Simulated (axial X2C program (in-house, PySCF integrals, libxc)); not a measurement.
# WN: from the state search to constants, part 2 of 2

Computed with an in-house X2C program for linear molecules on PySCF integrals; all-electron X2C, W dyall-cv3z, N dyall-av3z. The steps go on from the part before.

### Step 9. PBE0, 2c

State followed: Ω = 3/2 (excess of +ω over −ω: ω = 1/2, ω = -3/2, ω = 5/2). The scan is laid around 1.652 Å, a first estimate of the minimum, and this SCF restarts from the orbitals of the search.

The SCF at the reference distance of 1.652 Å:

```text
two-component X2C + atomic mean field  PBE0
basis functions 242  fitting functions 1182  grid points 5073
iter        total energy     max residual
   1     -16197.017005705     1.24e-05
   2     -16197.017005712     7.21e-06
   3     -16197.017005714     7.60e-06
converged
one-electron -22540.14661380  Coulomb 6526.54916585  exact exchange -82.47058257  xc functional -252.86780830  nuclear repulsion 165.92844749  atomic mean-field constant -14.00961438
```

Along the bond, energies from the lowest point:

```
R (Å)  E (eV)  μ (D)  HOMO (eV)  LUMO (eV)  iterations
1.437  1.9495  -2.95      -5.56      -2.59          15
1.503  0.8074  -3.43      -5.70      -2.68          15
1.553  0.3143  -3.74      -5.80      -2.74          15
1.602  0.0629  -4.01      -5.90      -2.79          15
1.652  0.0000  -4.24      -6.00      -2.82           3
1.710  0.1067  -4.45      -6.09      -2.85          16
1.768  0.3504  -4.60      -6.18      -2.85          17
1.842  0.7826  -4.67      -6.25      -2.81          17
1.933  1.3751  -4.61      -6.27      -2.72          17
2.065  2.2069  -4.37      -6.22      -2.58          16
```

Dipoles are positive if N is the positive end.

Outer spinors at the reference distance:

```csv
ω,occupied,ε (eV),atomic character,λ mixture
-1/2,yes,-19.57,"61% N s, 17% W d, 9% W p",100% σ
1/2,yes,-18.96,"59% N s, 19% W d, 8% W p",100% σ
-1/2,yes,-8.59,"46% N p, 46% W d","87% π, 13% σ"
1/2,yes,-8.54,"55% N p, 34% W d, 3% W f","80% π, 20% σ"
3/2,yes,-8.40,"48% W d, 46% N p",100% π
-3/2,yes,-8.38,"59% N p, 33% W d, 3% W f","99% π, 1% δ"
1/2,yes,-8.20,"50% N p, 35% W d, 7% N s","80% σ, 20% π"
-1/2,yes,-8.18,"60% N p, 26% W d, 5% N s","88% σ, 12% π"
1/2,yes,-6.67,"55% W s, 20% N p, 10% W p",100% σ
-3/2,yes,-6.55,"94% W d, 2% N d","99% δ, 1% π"
5/2,yes,-6.00,"95% W d, 2% N d",100% δ
-1/2,no,-2.82,"59% W s, 11% W p, 10% N p","99% σ, 1% π"
-1/2,no,-2.19,"56% W p, 23% W d, 18% N p","97% π, 3% σ"
3/2,no,-1.81,"55% W p, 24% W d, 18% N p","96% π, 4% δ"
1/2,no,-1.22,"47% W p, 25% W d, 18% N p","83% σ, 17% π"
```

PBE0 fields in the half plane through the axis: z from -2.4 to 3.9 Å across, distance from the axis 0.15 to 2.25 Å upwards; W lies at z = 0 and N at z = 1.652 Å; the ELF is damped to zero where the density is low.

log10 density (e/bohr³). Ten even steps from ' ' (-5.02 ) to '@' (1.80 ):
```
....::::::::----------::::::::::......      
..::::::----------------------::::::....    
::::::------============----------::::....  
::::------======================----::::....
::::----====++++++++++++++++++====----::::..
::----====++++********++++++++++++==----::..
::----==++++**######************++====--::::
::----==++**##%%@@%%##****####**++++==--::::
```

ELF. Ten even steps from '0' (0.00 ) to '9' (0.92 ):
```
0001234333210000000000
0012345544321100000000
0123445554322222110000
0223334554334544321000
1232223453246777653100
2332223565348889875310
3332236534458789997410
3332356525558119997520
```

Re = 1.646 Å, ωe = 1126 cm⁻¹, ωexe = 6.21 cm⁻¹, Be = 0.4779 cm⁻¹, De = 5.91 eV, μ = -4.21 D.

### Step 10. HF, 2c

Output at 1.652 Å:

```text
two-component X2C + atomic mean field  HF
basis functions 242  fitting functions 1182  grid points 5073
iter        total energy     max residual
   1     -16191.560945122     9.91e-01
   2     -16191.608308783     1.86e-02
   3     -16191.611351481     1.82e-02
   4     -16191.614465298     7.34e-03
   5     -16191.616308764     7.13e-03
   6     -16191.617365033     5.75e-03
   7     -16191.620993271     5.19e-03
   8     -16191.623761163     1.34e-03
   9     -16191.623983250     6.35e-04
  10     -16191.624013219     7.66e-04
  11     -16191.624038315     5.24e-04
  12     -16191.624043012     4.44e-04
  13     -16191.624056270     2.11e-04
  14     -16191.624062084     1.24e-04
  15     -16191.624063969     3.88e-05
  16     -16191.624064152     1.32e-05
  17     -16191.624064173     7.24e-06
  18     -16191.624064181     4.26e-06
  19     -16191.624064183     2.89e-06
  20     -16191.624064184     1.66e-06
converged
one-electron -22542.58188958  Coulomb 6529.24643155  exact exchange -330.20743926  xc functional 0.00000000  nuclear repulsion 165.92844749  atomic mean-field constant -14.00961438
```

Re = 1.823 Å, ωe = 489 cm⁻¹, Be = 0.3898 cm⁻¹, De = 1.27 eV, μ = -4.00 D.

### Step 11. M06, 2c

The SCF at the reference distance of 1.652 Å:

```text
two-component X2C + atomic mean field  M06
basis functions 242  fitting functions 1182  grid points 5073
iter        total energy     max residual
   1     -16197.480253525     5.65e-01
   2     -16197.488220117     1.73e-02
   3     -16197.447764315     5.97e-02
   4     -16197.491381504     5.26e-03
   5     -16197.491700862     1.81e-03
   6     -16197.491750716     7.95e-04
   7     -16197.491766061     3.91e-04
   8     -16197.491780314     3.53e-04
   9     -16197.491784184     6.36e-05
  10     -16197.491784425     1.04e-05
  11     -16197.491784431     2.90e-06
  12     -16197.491784431     7.01e-07
converged
one-electron -22539.41687216  Coulomb 6525.84351522  exact exchange -89.07633976  xc functional -246.76092084  nuclear repulsion 165.92844749  atomic mean-field constant -14.00961438
```

No constants are quoted: the dipole of the solution doesn't run smoothly along the scan, a sign that its character may change, so the fit is set aside.

### Step 12. Correlated methods, 2c

Correlated methods: 11 electrons correlated (frozen shells, counted by type: W 5 s, 4 p, 2 d, 1 f; N 1 s), 315 virtual spinors in MP2, 110 natural virtuals in coupled cluster.

Output of the correlated part at 1.652 Å:

```text
correlated 11  virtual 315  natural virtual 110  E(MP2) -0.336935513  MP2 remainder -0.007867085
iter   CCSD correlation   residual
   1     -0.305092821   2.16e-01
   2     -0.323584646   1.20e-01
   3     -0.335915240   6.01e-02
   4     -0.340247856   3.02e-02
   5     -0.342385046   1.36e-02
   6     -0.342467817   4.25e-03
   7     -0.342549889   1.79e-03
   8     -0.342569271   6.99e-04
   9     -0.342550253   3.47e-04
  10     -0.342565599   1.69e-04
  11     -0.342558301   9.33e-05
  12     -0.342559685   4.84e-05
  13     -0.342558929   2.65e-05
  14     -0.342558251   1.42e-05
  15     -0.342558252   5.75e-06
(T) -0.021982090  T1 0.1005  D1 0.1575  max T2 0.068
```

MP2: No constants are quoted: the reference is strongly spin-contaminated.

CCSD: Re = 1.655 Å, ωe = 1101 cm⁻¹, ωexe = 6.77 cm⁻¹, Be = 0.4731 cm⁻¹, De = 5.23 eV. T1 at Re = 0.072 (Lee–Taylor, the printed value over √2).

CCSD(T): Re = 1.653 Å, ωe = 1131 cm⁻¹, ωexe = 7.84 cm⁻¹, Be = 0.4739 cm⁻¹, De = 5.70 eV. T1 at Re = 0.071 (Lee–Taylor, the printed value over √2).

### Step 13. A higher determinant, 2c

State: Ω = 3/2 (excess of +ω over −ω: ω = 3/2).

Output at the reference distance:

```text
two-component X2C + atomic mean field  PBE0
basis functions 242  fitting functions 1182  grid points 5073
iter        total energy     max residual
   1     -16196.998950026     1.44e-05
   2     -16196.998950043     2.00e-05
   3     -16196.998950048     1.80e-05
   4     -16196.998950054     1.76e-05
   5     -16196.998950060     5.86e-06
   6     -16196.998950063     6.29e-07
   7     -16196.998950063     4.62e-07
converged
one-electron -22534.79425159  Coulomb 6521.03963049  exact exchange -82.42117982  xc functional -252.74198225  nuclear repulsion 165.92844749  atomic mean-field constant -14.00961438
```

```csv
R (Å),E above the lowest PBE0 point (eV)
1.437,2.388
1.503,1.236
1.553,0.752
1.602,0.522
1.652,0.491
1.710,0.649
1.768,0.959
1.842,1.496
1.933,2.209
```

Re = 1.636 Å, ωe = 1198 cm⁻¹, Be = 0.4843 cm⁻¹, μ = -2.86 D. Te = 0.48 eV. As a difference of two determinants it need not be a gap between pure terms.

### Step 14. The 2c curves together

Energy (eV) of the followed determinant, 2c, from each level's lowest point:

```
R (Å)   PBE0     HF  MP2 (spin-contaminated)   CCSD  CCSD(T)  M06 (dipole not smooth)
1.437  1.949  2.256                    1.593    n/a      n/a                    1.903
1.503  0.807  1.170                    0.412  0.901    0.938                    0.784
1.553  0.314  0.681                    0.013  0.370    0.382                    0.302
1.602  0.063  0.382                    0.000  0.089    0.089                    0.058
1.652  0.000  0.202                    0.274  0.000    0.000                    0.000
1.710  0.107  0.079                    0.763  0.078    0.086                    0.114
1.768  0.350  0.016                    1.272  0.291    0.310                    0.371
1.842  0.783  0.000                    1.848  0.685    0.723                    0.842
1.933  1.375  0.062                    2.417    n/a      n/a                    1.516
2.065  2.207  0.276                    3.083    n/a      n/a                    2.405
```

Time for the job: 10 min (1 thread of Arm Neoverse V1, shared host); peak memory 1 GiB.

### Step 15. Constants

The summary covers parts 1 to 2.

Lowest determinant that the search found at its distance, spin-free: M_S = 3/2, Λ = 0 (beyond closed shells: σα, δ+α, δ-α).

Lowest determinant that the search found at its distance, 2c: Ω = 3/2 (excess of +ω over −ω: ω = 1/2, ω = -3/2, ω = 5/2).

```json
{"Hamiltonian": "spin-free", "level": "PBE0", "Re (Å)": "1.647", "ωe (cm⁻¹)": "1129", "De (eV)": "5.95", "μ (D)": "-4.23"}
{"Hamiltonian": "spin-free", "level": "HF", "Re (Å)": "1.824", "ωe (cm⁻¹)": "492", "De (eV)": "1.27", "μ (D)": "-4.01"}
{"Hamiltonian": "spin-free", "level": "CCSD", "Re (Å)": "1.656", "ωe (cm⁻¹)": "1099", "De (eV)": "5.26", "μ (D)": "n/a"}
{"Hamiltonian": "spin-free", "level": "CCSD(T)", "Re (Å)": "1.654", "ωe (cm⁻¹)": "1128", "De (eV)": "5.73", "μ (D)": "n/a"}
{"Hamiltonian": "spin-free", "level": "M06", "Re (Å)": "1.646", "ωe (cm⁻¹)": "1133", "De (eV)": "5.71", "μ (D)": "-4.03"}
{"Hamiltonian": "2c", "level": "PBE0", "Re (Å)": "1.646", "ωe (cm⁻¹)": "1126", "De (eV)": "5.91", "μ (D)": "-4.21"}
{"Hamiltonian": "2c", "level": "HF", "Re (Å)": "1.823", "ωe (cm⁻¹)": "489", "De (eV)": "1.27", "μ (D)": "-4.00"}
{"Hamiltonian": "2c", "level": "CCSD", "Re (Å)": "1.655", "ωe (cm⁻¹)": "1101", "De (eV)": "5.23", "μ (D)": "n/a"}
{"Hamiltonian": "2c", "level": "CCSD(T)", "Re (Å)": "1.653", "ωe (cm⁻¹)": "1131", "De (eV)": "5.70", "μ (D)": "n/a"}
```

Dipoles are positive if N is the positive end. No constants: spin-free MP2 (the reference is strongly spin-contaminated); 2c MP2 (the reference is strongly spin-contaminated); 2c M06 (the dipole of the solution doesn't run smoothly along the scan, a sign that its character may change, so the fit is set aside). Spin-free ⟨S²⟩ is off its pure value at HF 5.14.

Time per point (s) on 1 thread of Arm Neoverse V1, shared host (2c runs; CCSD comes with the CCSD(T) run); the times are rough: PBE0 1.7, HF 1.6, CCSD(T) 26.

In words: At CCSD(T), going from spin-free to two-component changes Re by -1 mÅ, ωe by +0.2 %; the spin-free picture holds up (part of it comes from the scalar share of the two-electron terms). De moves by -0.03 eV; both De rest on single-determinant atoms, which can miss part of an open shell's spin–orbit lowering.

De refers to W + N, each in the lowest determinant found, which need not be this curve's own limit. Each curve is one determinant whose occupation by symmetry is held fixed; it was picked as the lowest of a PBE0 search that is not exhaustive. De is counted from the lowest determinant-based energies of the atoms at the same level, without counterpoise correction. Density functionals use the spin component along the axis (collinear). CCSD and (T) use frozen natural virtuals with an MP2 correction for the truncation. The meta-GGAs lack a current-density term, which matters for open shells with orbital currents, atoms included. With several unpaired electrons one determinant need not be a pure state. The spin-free determinant is spin-contaminated at some levels. T1 at Re is 0.072 (Lee–Taylor), above the customary mark of 0.02.
